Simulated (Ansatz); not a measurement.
Ta3Cu, 4 atoms in the cell. The structure is tetragonal, space group I4/mmm (No. 139). The conventional cell has a = 4.013 Å, b = 4.013 Å, c = 8.416 Å, α = 90.00°, β = 90.00°, γ = 90.00°. Around Ta (site symmetry 4/mmm) lie 4 Cu at 2.84 Å and 8 Ta at 2.91 Å. Ta (site symmetry -4m2) is surrounded by 8 Ta at 2.84 to 2.91 Å and 4 Cu at 2.91 Å. Around Cu (site symmetry 4/mmm) lie 12 Ta at 2.84 to 2.91 Å. The cell comes from a database or a generator and needn't be the stable form of this composition.

| Property | Result |
| --- | --- |
| Program | Ansatz 0.2.0 |
| Task | projected density of states |
| Functional | PBE |
| Potentials or basis | Ansatz PAW |
| Cutoff | 420 eV (not typed: the program's choice for these potentials) |
| k mesh | 5 × 5 × 5 |
| Occupations | fermi-dirac, width 0.05 eV |
| Spin | no spin polarisation |

Potentials or basis: Ansatz PAW.

Run with:

```sh
$ ansatz run input.yaml --threads 2 --pin off --max-ram 5632MiB --backend cpu --events-out ev --progress --plain --runs-dir out
```

Hardware: 2 threads of Intel(R) Xeon(R) Platinum 8259CL CPU @ 2.50GHz (Skylake/Cascade Lake) (shared host).

Problem. How long does it take, and how much memory?

Solution. Wall time 4.8 s on 2 threads of Intel(R) Xeon(R) Platinum 8259CL CPU @ 2.50GHz (Skylake/Cascade Lake), with other jobs on the host, peak memory 0.46 GiB. Counts: scf iterations 6, plane waves 1347, k points 18, bands 39.
